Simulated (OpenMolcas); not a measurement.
# Ag⁵⁺ among point charges: CASSCF and CASPT2 levels and susceptibility

How does a field of 5 point charges split the states of Ag⁵⁺, and what χT follows?

The numbers are computed with OpenMolcas 26.06 (state-averaged CASSCF and CASPT2, spin-orbit coupling by RASSI with atomic mean-field integrals), except any that are marked as measured or tabulated.

## (1) The atom as given

* Species: Ag⁵⁺ (silver, Z = 47, 42 electrons)
* Basis: ANO-RCC-VDZP [6s5p3d1f], 43 functions
* Scalar Hamiltonian: DKH2, point nucleus
* Inactive shells: 1s 2s 2p 3s 3p 3d 4s 4p
* Active space: 6 electrons in 5 orbitals (4d)
* Some configurations of this space: 4d⁶
* Orbitals: optimised for each spin and parity, averaged over all roots

Outer shells as boxes (Hund's rule):

4d6
```
4d [↑↓][↑ ][↑ ][↑ ][↑ ]
```

The ion sits among 5 point charges of -1.5 e arranged as a square pyramid (C4v), 1.97 Å from the ion, with the axial distance 2.049 Å.

The work runs as a chain of OpenMolcas steps in one folder; each step below is one input file. Labels, J, g values, rates, χT and fits are worked out afterwards by a script from the matrices that RASSI stores.

## (2) GATEWAY and SEWARD: basis and integrals

File a.inp:

```
&GATEWAY
Coord
1

Ag 0.0 0.0 0.0
Basis=ANO-RCC-VDZP
Group=NoSym
NoMove
AngMom=0.0 0.0 0.0
AMFI
XField
5 Angstrom 0
1.970000 0.000000 0.000000 -1.500000
0.000000 1.970000 0.000000 -1.500000
-1.970000 0.000000 0.000000 -1.500000
0.000000 -1.970000 0.000000 -1.500000
0.000000 0.000000 2.048800 -1.500000
&SEWARD
```

Command:

```
$ OMP_NUM_THREADS=1 MOLCAS_MEM=1689 MOLCAS_PROJECT=a pymolcas a.inp > a.log
```

## (3) Reference wave functions, quintets, 5 roots

File a.inp:

```
&RASSCF
FileOrb=start.orb
Symmetry=1
Spin=5
nActEl=6 0 0
Inactive=18
Ras2=5
CIRoot=5 5 1
SDav=5
CIMx=300
Iter=120 100
PrWF=0.3
OrbListing=Nothing
MaxOrb=0
>>> COPY $Project.JobIph JOB001
```

start.orb holds the contracted functions of the basis, ordered by shell, or the orbitals of the step before.

## (4) CASSCF: triplets, 45 roots

File a.inp:

```
&RASSCF
FileOrb=start.orb
Symmetry=1
Spin=3
nActEl=6 0 0
Inactive=18
Ras2=5
CIRoot=45 45 1
SDav=45
CIMx=300
Iter=120 100
PrWF=0.3
OrbListing=Nothing
MaxOrb=0
>>> COPY $Project.JobIph JOB002
```

## (5) Reference wave functions, singlets, 50 roots

File a.inp:

```
&RASSCF
FileOrb=start.orb
Symmetry=1
Spin=1
nActEl=6 0 0
Inactive=18
Ras2=5
CIRoot=50 50 1
SDav=50
CIMx=300
Iter=120 100
PrWF=0.3
OrbListing=Nothing
MaxOrb=0
>>> COPY $Project.JobIph JOB003
```

## (6) RASSI: spin-orbit coupling between the states

File a.inp:

```
&RASSI
NrOfJobIphs=3 5 45 50
1 2 3 4 5
1 2 3 4 5 6 7 8 9 10 11 12 13 14 15 16 17 18 19 20 21 22 23 24 25 26 27
28 29 30 31 32 33 34 35 36 37 38 39 40 41 42 43 44 45
1 2 3 4 5 6 7 8 9 10 11 12 13 14 15 16 17 18 19 20 21 22 23 24 25 26 27
28 29 30 31 32 33 34 35 36 37 38 39 40 41 42 43 44 45 46 47 48 49 50
IphNames
JOB001
JOB002
JOB003
EJob
SpinOrbit
DIPRint=1.0
SOCoupling=1000.0
Subsets=2
Property=9
'ANGMOM' 1 'ANGMOM' 2 'ANGMOM' 3 'MLTPL  1' 1 'MLTPL  1' 2 'MLTPL  1' 3
'AMFI' 1 'AMFI' 2 'AMFI' 3
SOProperty=3
'ANGMOM' 1 'ANGMOM' 2 'ANGMOM' 3
```

## (7) CASPT2: IPEA 0.25, imaginary shift 0.1 (closed shells correlated: 4s 4p)

File a.inp:

```
>>> COPY JOB001 $Project.JobIph
&CASPT2
Multistate=5 1 2 3 4 5
NoMult
Frozen=14
IPEA=0.25
Imaginary=0.1
MaxIter=60
WThr=0.0 0.3 0.05
PrWF=0.5
NoMix
>>> COPY JOB002 $Project.JobIph
&CASPT2
Multistate=45 1 2 3 4 5 6 7 8 9 10 11 12 13 14 15 16 17 18 19 20 21 22
23 24 25 26 27 28 29 30 31 32 33 34 35 36 37 38 39 40 41 42 43 44 45
NoMult
Frozen=14
IPEA=0.25
Imaginary=0.1
MaxIter=60
WThr=0.0 0.3 0.05
PrWF=0.5
NoMix
>>> COPY JOB003 $Project.JobIph
&CASPT2
Multistate=50 1 2 3 4 5 6 7 8 9 10 11 12 13 14 15 16 17 18 19 20 21 22
23 24 25 26 27 28 29 30 31 32 33 34 35 36 37 38 39 40 41 42 43 44 45 46
47 48 49 50
NoMult
Frozen=14
IPEA=0.25
Imaginary=0.1
MaxIter=60
WThr=0.0 0.3 0.05
PrWF=0.5
NoMix
```

(Steps that only read results are left out.)

What does the calculation give? Wanted: spin-free ground state; first state of the same spin within the active space; lowest level; next level.

**Answer**, as computed:

| quantity | value |
| --- | --- |
| method | SS-CASPT2, IPEA 0.25, imaginary shift 0.1 (closed shells correlated: 4s 4p) |
| spin-free ground state | quintet, 2-fold in its orbital part |
| first state of the same spin within the active space | quintet at 564 cm⁻¹ |
| lowest level | 1-fold |
| next level | 56.1 cm⁻¹ |
| χT at 300 K | 5.21 cm³ K/mol |
| effective moment at 300 K | 6.45 μB |

Cost by method:

```tsv
method	time of its own steps	time with the reference
A. CASSCF	32 s	32 s
B. SS-CASPT2, IPEA 0.25, imaginary shift 0.1, +4s 4p	9.6 s	42 s
```

Times are of one thread on a shared host.

What this shows: The spin-free ground state (quintet) comes to 100 % from free-ion D terms and keeps the highest spin of the shell. χT at 300 K is 5.21, against 3.01 cm³ K/mol for the spin alone, so orbital moment adds to it. An active space of the d shell alone favours high spin; real ions in strong fields can be low spin. The field of point charges can differ much from that of real complexes. With metal d orbitals alone active, the gaps between spin states are rough; where two lie within a few thousand cm-1, their order is open. Point charges carry no covalency, so the field is a model and not that of real ligands.
